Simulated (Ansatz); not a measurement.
# TlPd3: stress in a strained cell

Aim: deform TlPd3 (zz strain of +1 %) and compute stress, forces and field gradients with LAPW, PAW and all-electron datasets made for the crystal.

Program: Ansatz 0.2.0. Level of theory: DFT PBEsol, scalar-relativistic. These are calculated values, not measurements.

### Step 1. Starting point

The structure is tetragonal, space group I4/mmm (No. 139). Conventional cell: a = 4.146 Å, b = 4.146 Å, c = 7.497 Å, α = 90.00°, β = 90.00°, γ = 90.00°. Tl (site symmetry 4/mmm) is surrounded by 12 Pd at 2.79 to 2.93 Å. Around Pd (site symmetry -4m2) lie 4 Tl at 2.79 Å and 8 Pd at 2.79 to 2.93 Å. Around Pd (site symmetry 4/mmm) lie 8 Pd at 2.79 Å and 4 Tl at 2.93 Å.

Structure file:

```cif
data_structure
_symmetry_space_group_name_H-M 'P 1'
_symmetry_Int_Tables_number 1
_cell_length_a 4.7588
_cell_length_b 4.7588
_cell_length_c 4.7588
_cell_angle_alpha 128.351
_cell_angle_beta 128.351
_cell_angle_gamma 76.057
_cell_volume 64.43
loop_
_atom_site_label
_atom_site_type_symbol
_atom_site_fract_x
_atom_site_fract_y
_atom_site_fract_z
_atom_site_occupancy
Tl1 Tl 0.00000 0.00000 0.00000 1
Pd1 Pd 0.75000 0.25000 0.50000 1
Pd2 Pd 0.25000 0.75000 0.50000 1
Pd3 Pd 0.50000 0.50000 0.00000 1
```

Atoms are numbered in the order of the input: Tl1, Pd2, Pd3, Pd4.

### Step 2. After the deformation

Space group I4/mmm before, I4/mmm after.

### Step 3. Full-potential LAPW

The input, input.yaml:

```yaml
crystal:
  lattice:
    - [-2.073, 2.073, 3.785985]
    - [2.073, -2.073, 3.785985]
    - [2.073, 2.073, -3.785985]
  atoms:
    - { symbol: Tl, position: [0.0, 0.0, 0.0] }
    - { symbol: Pd, position: [0.75, 0.25, 0.5] }
    - { symbol: Pd, position: [0.25, 0.75, 0.5] }
    - { symbol: Pd, position: [0.5, 0.5, 0.0] }
kpoints:
  mp_grid: { grid: [12, 12, 12] }
  band_path:
    path:
      - [0.0, 0.0, 0.0]
      - [0.0, 0.0, 0.5]
      - [0.25, 0.25, 0.25]
      - [0.0, 0.5, 0.0]
      - [0.0, 0.0, 0.0]
      - [0.5, 0.5, -0.5]
      - [0.3249515874, 0.6750484126, -0.3249515874]
      - [-0.3249515874, 0.3249515874, 0.3249515874]
      - [0.0, 0.0, 0.0]
    npoints: 5
scf:
  occupations: { method: fermi_dirac, width: 0.08 }
hamiltonian:
  xc: pbesol
  pseudopotentials: { kind: all_electron, lapw: { basis_error: 0.001 } }
output:
  forces: true
  stress: true
  eigenvalues: true
```

Run with:

```sh
$ ansatz run input.yaml --threads 1 --pin off --max-ram 4096MiB --backend cpu --events-out ev --progress --plain --runs-dir out
```

### Step 4. PAW with frozen cores

The input, input.yaml:

```yaml
crystal:
  lattice:
    - [-2.073, 2.073, 3.785985]
    - [2.073, -2.073, 3.785985]
    - [2.073, 2.073, -3.785985]
  atoms:
    - { symbol: Tl, position: [0.0, 0.0, 0.0] }
    - { symbol: Pd, position: [0.75, 0.25, 0.5] }
    - { symbol: Pd, position: [0.25, 0.75, 0.5] }
    - { symbol: Pd, position: [0.5, 0.5, 0.0] }
kpoints:
  mp_grid: { grid: [12, 12, 12] }
scf:
  occupations: { method: fermi_dirac, width: 0.08 }
hamiltonian:
  xc: pbesol
  pseudopotentials: { kind: paw }
output:
  forces: true
  stress: true
  eigenvalues: true
  efg: { contact_densities: true }
```

### Step 5. Datasets made for this crystal

Edit input.yaml of step 4 so:

```diff
@@ -16,3 +16,3 @@
   xc: pbesol
-  pseudopotentials: { kind: paw }
+  pseudopotentials: { kind: all_electron, datasets: crystal }
 output:
```

(Steps that only read results are left out.)

Before running it: what results should come out? Wanted: pressure; largest shear or deviatoric stress.

The runs gave:

| quantity | value |
| --- | --- |
| pressure | LAPW -1.68, PAW -1.67, crystal datasets -1.68 GPa |
| largest shear or deviatoric stress (LAPW) | 0.04 GPa |

The largest part of the stress beyond the pressure is 0.04 GPa in size, in the zz component; the atoms are carried along and not relaxed. No run of the undeformed cell stands beside it, so the pressure holds what the given cell had before the change. PAW: stress within 0.02 GPa of LAPW. Crystal datasets: stress within 0.01 GPa of LAPW. Spin-orbit coupling is left out, though the cell holds Tl; in elements this heavy it can shift bands and gaps by tenths of an eV.
